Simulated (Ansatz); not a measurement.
# WN+ (septet): the correlation ladder, def2-TZVPP

One table from this session's results is given with a row withheld; the runs are named, their logs left out.

Program: Ansatz 0.2.0, Gaussian basis. Level of theory: def2-TZVPP, core rule «outside noble gas», up to 5 orbitals frozen. These are calculated values, not measurements.

The runs, in order: UHF; ROHF; CCSD(T) on UHF.

## The geometry

The geometry is a PBE0/def2-TZVP stationary point (not a proven minimum) of the parent state, kept for this charge and spin. No spin-orbit coupling is included. Elements past krypton take def2 core potentials.

2 atoms, charge 1, spin multiplicity 7.

Atoms are counted from 1 here; the program's logs count them from 0.

Bond lengths: W1–N2 1.684 Å.

The first run:

in.yaml

```yaml
crystal:
  periodic: [false, false, false]
  atoms:
    - {symbol: W, position_ang: [0.000000, 0.000000, 0.000000]}
    - {symbol: N, position_ang: [0.000000, 0.000000, 1.683800]}
basis:
  gaussian: {orbitals: def2-TZVPP}
total_charge: 1
magnetization: {spin_polarized: true, initial_magnetization: 6}
hamiltonian: {xc: hf}
output: {orbitals: {seedname: orbitals}}
```

Started as:

```console
$ ansatz run in.yaml --threads 1 --pin off --events-out ev --progress --plain --max-ram 4096MiB --backend cpu
```

Among the steps run: UHF; ROHF; CCSD(T) on UHF.

One table of the session follows, with a row left open; its other results are not shown here.

```
  method  from UCCSD(T) (kJ/mol)
    ROHF                  +665.9
     UHF                       ?
    UMP2                   +85.7
   UCCSD                   +29.9
UCCSD(T)                       0
```

**Question.** Estimate the row for UHF.

As computed: from UCCSD(T) (kJ/mol): +640.5. In the column «from UCCSD(T) (kJ/mol)» it lies between UMP2 (+85.7) and ROHF (+665.9).
